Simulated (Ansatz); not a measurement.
# CaMnC6N6: the cost of one run

Method: DFT PBE, scalar-relativistic, plane waves, PAW, in Ansatz 0.2.0.

### Step 1. The system as given

The structure is cubic, space group Fm-3m (No. 225). Conventional cell: a = 10.636 Å, b = 10.636 Å, c = 10.636 Å, α = 90.00°, β = 90.00°, γ = 90.00°. Ca (site symmetry m-3m) has 6 N at 2.21 Å in its first shell of neighbours. Mn (site symmetry m-3m) is surrounded by 6 C at 1.94 Å. C (site symmetry 4mm) is surrounded by 1 N at 1.17 Å and 1 Mn at 1.94 Å. N (site symmetry 4mm) is surrounded by 1 C at 1.17 Å.

As a file:

```xyz
14
Lattice="0.0000 5.3180 5.3180 5.3180 0.0000 5.3180 5.3180 5.3180 0.0000" Properties=species:S:1:pos:R:3 pbc="T T T"
Ca    5.3180    5.3180    5.3180
Mn    0.0000    0.0000    0.0000
C     1.9380    5.3180    5.3180
C     5.3180    1.9380    5.3180
C     5.3180    5.3180    1.9380
C     8.6980    5.3180    5.3180
C     5.3180    8.6980    5.3180
C     5.3180    5.3180    8.6980
N     3.1080    5.3180    5.3180
N     5.3180    3.1080    5.3180
N     5.3180    5.3180    3.1080
N     7.5280    5.3180    5.3180
N     5.3180    7.5280    5.3180
N     5.3180    5.3180    7.5280
```

Recipe of the guess: cyanide-bridged rock-salt net of two metals, 0 guest cations a cell (Fm-3m, No. 225). Lengths come from tabulated atomic sizes and are only a guess.

### Step 2. Probe: one point on a coarse mesh

Contents of input.yaml:

```yaml
crystal:
  lattice:
    - [0.0, 5.318, 5.318]
    - [5.318, 0.0, 5.318]
    - [5.318, 5.318, 0.0]
  atoms:
    - { symbol: Ca, position: [0.5, 0.5, 0.5] }
    - { symbol: Mn, position: [0.0, 0.0, 0.0], spin: 4.0 }
    - { symbol: C, position: [0.81778864, 0.18221136, 0.18221136] }
    - { symbol: C, position: [0.18221136, 0.81778864, 0.18221136] }
    - { symbol: C, position: [0.18221136, 0.18221136, 0.81778864] }
    - { symbol: C, position: [0.18221136, 0.81778864, 0.81778864] }
    - { symbol: C, position: [0.81778864, 0.18221136, 0.81778864] }
    - { symbol: C, position: [0.81778864, 0.81778864, 0.18221136] }
    - { symbol: "N", position: [0.70778488, 0.29221512, 0.29221512] }
    - { symbol: "N", position: [0.29221512, 0.70778488, 0.29221512] }
    - { symbol: "N", position: [0.29221512, 0.29221512, 0.70778488] }
    - { symbol: "N", position: [0.29221512, 0.70778488, 0.70778488] }
    - { symbol: "N", position: [0.70778488, 0.29221512, 0.70778488] }
    - { symbol: "N", position: [0.70778488, 0.70778488, 0.29221512] }
basis:
  ecutwfc: 420
kpoints:
  mp_grid: { grid: [4, 4, 4] }
hamiltonian:
  xc: pbe
scf:
  occupations: { method: gaussian, width: 0.1 }
  lower_state_search: "off"
output:
  forces: true
  stress: true
  eigenvalues: true
  populations: true
magnetization:
  spin_polarized: true
```

Run with:

```bash
ansatz run input.yaml --threads 1 --pin off --max-ram 2560MiB --backend cpu --events-out ev --progress --plain --runs-dir out
```

**Question.** How long does this run take on 1 thread of Intel Xeon at 2.50GHz (Skylake/Cascade Lake), shared host, and how much memory does it need?

About 55 s, with a peak of 0.74 GiB.
